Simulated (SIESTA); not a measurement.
The system is Mg2TaWO6.

```
W Ta Mg O
1.0
     2.64954    1.52971    4.77517
    -2.64954    1.52971    4.77517
     0.00000   -3.05943    4.77517
W Ta Mg O
1 1 2 6
Cartesian
  0.0000 0.0000 0.2691
  0.0000 0.0000 7.4228
  0.0000 0.0000 10.3589
  0.0000 0.0000 3.2605
  -0.9647 1.4193 6.4406
  1.7115 0.1258 6.4406
  -1.5525 -0.0102 8.7542
  0.7851 -1.3394 8.7542
  0.7674 1.3497 8.7542
  -0.7468 -1.5451 6.4406
```

The cell comes from a database or a generator and needn't be the stable form of this composition.

* Program: SIESTA 5.4.2
* Task: single point
* Functional: PBEsol
* Potentials or basis: PseudoDojo 0.4 standard (PBEsol files)
* Basis: DZP (energy shift 0.003 Ry; two zetas on semicore shells)
* Grid cutoff: 800 Ry
* Energy shift: 0.003 Ry
* k mesh: 6 × 6 × 6
* Occupations: fermi-dirac, width 0.05 eV
* Spin: no spin polarisation

On this cell: pressure -7.6 GPa; largest force 1.632 eV/Å; band gap on the k mesh none (metal or under the smearing width).

The same run follows on a disturbed copy (atoms moved at random, drawn with an rms of 0.05 Å):

```
CELL_PARAMETERS angstrom
2.64954 1.52971 4.77517
-2.64954 1.52971 4.77517
0.00000 -3.05943 4.77517
ATOMIC_POSITIONS crystal
W 0.01314 0.02396 0.01982
Ta 0.51763 0.52324 0.50922
Mg 0.71686 0.72197 0.72426
Mg 0.22498 0.23414 0.23003
O 0.42479 0.78180 0.14375
O 0.78489 0.13635 0.42624
O 0.32128 0.89383 0.61070
O 0.61221 0.33011 0.89633
O 0.89756 0.61099 0.32446
O 0.13774 0.41879 0.78707
```

**Question.** What does the disturbed cell give?

**Answer.** The energy (extrapolated to zero smearing) moves by +23.2 meV/atom; pressure -6.2 GPa; largest force 2.396 eV/Å; band gap on the k mesh none (metal or under the smearing width).

Forces on the atoms (eV/Å):
```
W    0.140  0.088 -0.004
Ta   0.398 -1.015 -0.279
Mg   0.053  0.096  0.183
Mg   0.215  0.164 -0.186
O   -1.740  1.015 -1.298
O    0.900  0.903 -0.791
O   -1.632 -1.190  1.216
O    1.607 -0.775  0.772
O   -0.399  1.763  1.010
O    0.457 -1.051 -0.622
```

Stress tensor (GPa, compression positive):
```
-5.69 -0.93 -0.20
-0.93 -6.51 -1.24
-0.20 -1.24 -6.26
```

Caveats: short orbitals over semicore shells can move pressures by several GPa; the basis of atomic orbitals isn't converged, which shifts pressures, moduli and gaps; an odd number of electrons without spin polarisation forces a metal; a magnetic or distorted state may lie lower.
